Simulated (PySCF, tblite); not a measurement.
# C7H10F2O: geometry, infrared bands and NMR shifts

What infrared bands and NMR shifts should C7H10F2O (`FC[C@@H]1CC=C[C@@H](CF)O1`) show?

The runs use tblite 0.8.0 and PySCF 2.14.0, with density-fitted response routines of our own; the level of theory stands in each step. All values are computed, except where a source is named. Atoms are numbered from 0 throughout.

## 1. The molecule as given

20 atoms, charge 0, multiplicity 1; geometry from: force field or distance geometry start.

Bonds of the start (Å): F0–C1 1.36, C1–C2 1.51, C2–C3 1.54, C3–C4 1.50, C4–C5 1.34, C5–C6 1.51, C6–C7 1.53, C7–F8 1.36, C6–O9 1.44, O9–C2 1.45, C1–H10 1.10, C1–H11 1.11, C2–H12 1.09, C3–H13 1.10, C3–H14 1.09, C4–H15 1.09, C5–H16 1.08, C6–H17 1.10, C7–H18 1.10, C7–H19 1.09.

## 2. Optimising the geometry with GFN2-xTB

The job: settings as JSON, then the geometry in Å.

```
{"job": {"kind": "relax", "xc": "GFN2-xTB", "basis": "xTB"}, "charge": 0, "multiplicity": 1}
F      3.223100    -0.688300    -0.612600
C      2.207400    -1.127400     0.181100
C      0.944900    -0.351000    -0.086100
C      1.145300     1.152800     0.197500
C     -0.159800     1.882700     0.216700
C     -1.325400     1.221800     0.308000
C     -1.402300    -0.273600     0.463800
C     -2.099600    -0.969500    -0.701200
F     -1.520000    -0.639100    -1.888800
O     -0.121600    -0.872400     0.740700
H      2.061700    -2.200700    -0.006500
H      2.526200    -1.033800     1.235500
H      0.675100    -0.483100    -1.136600
H      1.616200     1.284200     1.186400
H      1.813100     1.587900    -0.542300
H     -0.143400     2.968100     0.137700
H     -2.255100     1.777700     0.299100
H     -1.999000    -0.486400     1.365800
H     -2.038500    -2.058700    -0.603900
H     -3.153600    -0.680500    -0.757300
```

The run is started by

```console
> OMP_NUM_THREADS=1 python probes_run.py task.json out
```

This one command runs all jobs of the session in turn.

**Question.** This job is followed by: GFN2-xTB harmonic vibrations, gas phase; GIAO PBE0/pcSseg-1 NMR shielding, non-relativistic, gas phase. What will the session give for the following? strongest single infrared mode (GFN2-xTB); zero-point energy (GFN2-xTB); 13C shifts against TMS (PBE0/pcSseg-1); 1H shifts against TMS (PBE0/pcSseg-1); 19F shifts against CFCl3 (PBE0/pcSseg-1); 17O shifts against H2O (PBE0/pcSseg-1).

**Answer**, as computed:

| quantity | value |
| --- | --- |
| strongest single infrared mode (GFN2-xTB) | 1110 cm⁻¹, 56 km/mol |
| zero-point energy (GFN2-xTB) | 99.3 kcal/mol |
| 13C shifts against TMS (PBE0/pcSseg-1) | 136.2, 132.0, 92.6, 89.5, 78.5, 72.5, 32.5 ppm |
| 1H shifts against TMS (PBE0/pcSseg-1) | 6.56, 5.98, 5.05, 4.95, 4.74, 4.44, 4.38, 4.23, 2.36, 2.04 ppm |
| 19F shifts against CFCl3 (PBE0/pcSseg-1) | -247.1, -265.6 ppm |
| 17O shifts against H2O (PBE0/pcSseg-1) | 56.5 ppm |

What this shows: Over 45 steps the energy fell by 0.100 eV; of the close pairs, C6–O9 changed most, 1.441 to 1.413 Å. No mode is imaginary among the 54: a minimum at this level. The strongest single mode, at 1110 cm⁻¹, has its largest shares on C6, H15 and O9 (the list is cut at 3 atoms). GFN2-xTB is a fitted tight-binding method: band positions and strengths are rough. Its intensities can rank the bands wrongly. At PBE0/pcSseg-1: The widest tensor belongs to C4: span 232 ppm, with a paramagnetic part of -202 ppm.
